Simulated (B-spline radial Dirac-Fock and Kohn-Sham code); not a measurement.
# Lu⁶³⁺: core levels and X-ray properties

Aim: for Lu⁶³⁺, compute its X-ray form factor and Compton profile, the binding energy of each subshell and how cheaper methods do for the levels.

Method: a free atom or ion on a radial basis; each step names its model; computed with B-spline radial Dirac-Fock and Kohn-Sham code, version 2.

### Step 1. What is computed

The Lu⁶³⁺ ion, [He] 2s2 2p4.

| Item | Value |
| --- | --- |
| nuclear charge | 71 |
| electrons | 8 |
| mass number | 175 |
| nuclear rms radius | 5.37 fm |

Outer shells as boxes (Hund's rule, for the drawing alone; heavy ions are jj-coupled, and the calculation averages over the configuration):

```
[He] core
2s [↑↓]
2p [↑↓][↑ ][↑ ]
```

### Step 2. Scattering by the electron cloud

Model: Dirac-Fock average of configuration, finite nucleus; form factor of the spherical density, Waller-Hartree incoherent function, impulse-approximation Compton profiles.

Recorded inputs:

```ini
task = scatter
Z = 71
charge = 63
configuration = 1s2 2s2 2p4
mass_number = 175
rms_radius = 5.37  # fm
s = [0.0, 0.05, 0.1, 0.15, 0.2, 0.25, 0.3, 0.35, 0.4, 0.45, 0.5, 0.6, 0.7, 0.8, 0.9, 1.0, 1.1, 1.2, 1.4, 1.6, 1.8, 2.0, 2.5, 3.0, 3.5, 4.0, 5.0, 6.0]  # 1/A
pz = [0, 0.1, 0.14, 0.2, 0.29, 0.41, 0.59, 0.83, 1.2, 1.7, 2.4, 3.4, 4.9, 7.0, 9.9, 14.0, 20.0, 29.0, 41.0, 58.0, 83.0]  # a.u.
photon_energy = [1000, 2000, 10000, 17479.3, 30000, 100000, 200000, 500000]  # eV
```

The program writes no log. Results of the run, from its result record (rounded, main fields):

```text
{
  "status": "converged",
  "form_factor [e]": [8.0, 7.9993, 7.9971, 7.9934, 7.9883, 7.9817, 7.9736, 7.9642, 7.9532, 7.9409, 7.9271, 7.8953, 7.858, 7.8152, 7.7671, 7.7139, 7.6557, 7.5927, 7.4529, 7.2961, 7.1242, 6.9389, 6.4302, 5.8807, 5.3189, 4.7693, 3.7763, 2.9837],
  "incoherent": [1.0254e-11, 0.00093682, 0.0037463, 0.0084253, 0.014969, 0.02337, 0.03362, 0.045708, 0.059621, 0.075344, 0.092861, 0.1332, 0.18047, 0.23447, 0.29499, 0.36177, 0.43455, 0.51304, 0.68591, 0.87777, 1.0858, 1.3072, 1.9, 2.5153, 3.1168, 3.6782, 4.6248, 5.3214],
  "compton_total [1/a.u.]": [0.17112, 0.17112, 0.17111, 0.1711, 0.17109, 0.17105, 0.17098, 0.17083, 0.17052, 0.16992, 0.16875, 0.1664, 0.16152, 0.15231, 0.13627, 0.11078, 0.076427, 0.042219, 0.020843, 0.0091354, 0.0032834],
  "shells": ["1s1/2", "2s1/2", "2p1/2", "2p3/2"],
  "occupation": [2.0, 2.0, 1.3333, 2.6667],
  "mean_momentum [a.u.]": [72.608, 26.81, 35.18, 31.643],
  "r2 [bohr^2]": 0.039835,
  "r_inverse [1/bohr]": 279.2,
  "r1 [bohr]": 0.47709,
  "coherent [b]": [42.566, 42.535, 41.58, 39.653, 34.869, 11.999, 4.405, 0.93325],
  "incoherent_cross_section [b]": [0.00080636, 0.0032064, 0.075664, 0.21555, 0.54778, 2.0238, 2.3604, 2.0796],
  "radial_jk": {
    "2p": {"j0": [1.0, 0.99989, 0.99956, 0.99901, 0.99824, 0.99724, 0.99603, 0.99461, 0.99296, 0.9911, 0.98903, 0.98425, 0.97863, 0.9722, 0.96497, 0.95696, 0.9482, 0.93871, 0.91766, 0.89406, 0.86816, 0.84023, 0.76349, 0.68047, 0.59544, 0.51208, 0.3609, 0.23975], "j2": [0.0, 4.4156e-05, 0.00017658, 0.00039711, 0.00070552, 0.0011015, 0.0015845, 0.0021541, 0.0028096, 0.0035504, 0.0043755, 0.0062753, 0.0085007, 0.011042, 0.013888, 0.017027, 0.020446, 0.024129, 0.032229, 0.041193, 0.05088, 0.061139, 0.088283, 0.11571, 0.14135, 0.1636, 0.19428, 0.20537], "r2": 0.0059919, "r4": 7.0018e-05, "r6": 1.3449e-06}
  }
}
```

The scattering functions against s = sin θ / λ:

```csv
s (1/Å),f (e),f / N,S(s)
0,8.000,1.000,0
0.100,7.997,1.000,0.003746
0.200,7.988,0.999,0.01497
0.300,7.974,0.997,0.03362
0.400,7.953,0.994,0.05962
0.500,7.927,0.991,0.09286
0.700,7.858,0.982,0.1805
0.900,7.767,0.971,0.2950
1.10,7.656,0.957,0.4345
1.40,7.453,0.932,0.6859
1.80,7.124,0.891,1.086
2.50,6.430,0.804,1.900
3.50,5.319,0.665,3.117
5.00,3.776,0.472,4.625
```

### Step 3. Hole states by ΔSCF

Model: Dirac-Fock average of configuration, Delta-SCF, finite nucleus, first-order Breit with its frequency dependence, self-energy and vacuum polarisation.

The run's settings:

```ini
task = binding
```

The program writes no log. Results of the run, from its result record (rounded, main fields):

```text
{
  "status": "converged",
  "shells": ["K", "L1", "L2,3"],
  "total_energy_parts [Ha]": [-9015.74995, 10.1916348, -0.780413473, -0.147835852, 11.3741364, -2.00291105],
  "koopmans [eV]": [69849.2, 16447.5, 15305.7],
  "dirac_coulomb [eV]": [69831.8, 16445.7, 15303.3],
  "gaunt [eV]": [-192.21, -21.3282, -28.1273],
  "retardation [eV]": [10.2111, 1.62738, 4.18863],
  "breit_frequency [eV]": [1.91052, -0.23037, 1.05033],
  "self_energy [eV]": [-128.462, -19.3775, -1.30432],
  "vacuum_polarisation [eV]": [23.2538, 3.26195, 0.00240172],
  "binding [eV]": [69546.5, 16409.7, 15279.1],
  "mean_radius [bohr]": [0.0192747, 0.0790788, 0.0724448]
}
```

total_energy_parts: Dirac-Coulomb, Gaunt, retardation, frequency dependence, self-energy, vacuum polarisation. 

Each level as Koopmans' value plus corrections (eV):

```csv
level,-ε,relaxation,Breit,QED,binding
1s,69849.2,-17.38,-180.09,-105.21,69546.5
2s,16447.5,-1.83,-19.93,-16.12,16409.7
2p,15305.7,-2.38,-22.89,-1.30,15279.1
```

### Step 4. Dirac LDA, for comparison

Model: Dirac-Kohn-Sham LDA (Slater exchange, VWN correlation), finite nucleus, spherical and without spin polarisation.

The run's settings:

```ini
task = binding-ladder
method = lda,vwn
relativity = dirac
```

The program writes no log. Results of the run, from its result record (rounded, main fields):

```text
{
  "status": "converged",
  "shells": ["K", "L1", "L2,3"],
  "minus_eigenvalue [eV]": [69249.3, 16269.8, 15139.4],
  "delta_scf [eV]": [69839.3, 16416.4, 15306.1],
  "total_energy [Ha]": -9007.88819,
  "dirac_fock_binding [eV]": [69546.5, 16409.7, 15279.1]
}
```

Against the Dirac-Fock value with Breit and QED (eV):

```csv
level,-ε,miss,ΔSCF,miss,Dirac-Fock
K,69249.3,-297.2,69839.3,+292.8,69546.5
L1,16269.8,-139.9,16416.4,+6.7,16409.7
"L2,3",15139.4,-139.7,15306.1,+27.0,15279.1
```

### Step 5. non-relativistic HF, for comparison

Model: non-relativistic Hartree-Fock, average of configuration, point nucleus.

Recorded inputs:

```ini
task = binding-ladder
method = hf
relativity = nr
```

The program writes no log. Results of the run, from its result record (rounded, main fields):

```text
{
  "status": "converged",
  "shells": ["1s", "2s", "2p"],
  "minus_eigenvalue [eV]": [64907.8, 15007.3, 14734.2],
  "delta_scf [eV]": [64894.1, 15005.9, 14732.1],
  "total_energy [Ha]": -8426.75452
}
```

Beside the Dirac-Fock ΔSCF result with Breit and QED, in eV:

```csv
level,-ε,miss,ΔSCF,miss,Dirac-Fock
1s,64907.8,-4638.7,64894.1,-4652.4,69546.5
2s,15007.3,-1402.3,15005.9,-1403.7,16409.7
2p,14734.2,-544.9,14732.1,-547.0,15279.1
```

Spin-orbit partners are averaged with weights 2j + 1.

### Step 6. Methods side by side

| method | level | eigenvalue miss (%) | ΔSCF miss (%) | time |
| --- | --- | --- | --- | --- |
| Dirac LDA | K | -0.43 | +0.42 | 0.26 s |
| non-relativistic HF | 1s | -6.67 | -6.69 | 0.05 s |
| Dirac-Fock + Breit + QED | all | - | reference | 0.53 s |

Times cover the ground state and all hole states of a step, on one thread of a shared host; states solved in an earlier step are reused, and a first call can include compiling.

### Step 7. Summary of results

```
                                  quantity                 value
          rms radius of the electron cloud           0.0706 bohr
                     form factor halves at               4.8 1/Å
                   Compton profile at zero         0.1711 1/a.u.
              deepest level listed, K (1s)            69546.5 eV
                    least bound, L2,3 (2p)            15279.1 eV
     ionisation energy, NIST (theoretical)            14890.0 eV
           Dirac LDA, K: eigenvalue / ΔSCF  69249.3 / 69839.3 eV
non-relativistic HF, 1s: eigenvalue / ΔSCF  64907.8 / 64894.1 eV
```

What this shows: The form factor starts at the 8 electrons and halves by s = 4.8 1/Å. Incoherent scattering outweighs coherent from 500 keV on, among the energies asked. The K (1s) level lies 17.4 eV under Koopmans' value by relaxation alone; Breit gives -180.09 and QED -105.21 eV. NIST's ionisation energy differs by -389.14 eV from the least binding energy; the calculation averages open shells over their j components and terms. Dirac LDA misses the K level by -0.4 % with its eigenvalue and by +0.4 % with ΔSCF. Breit and QED terms, which only the reference holds, shift this level by tenths of a per cent, so the eigenvalue's nearness can be cancellation. Non-relativistic HF misses the 1s level by -6.7 % with its eigenvalue and by -6.7 % with ΔSCF, as relativity is missing. The Hartree-Fock and Dirac-Fock values hold no electron correlation.
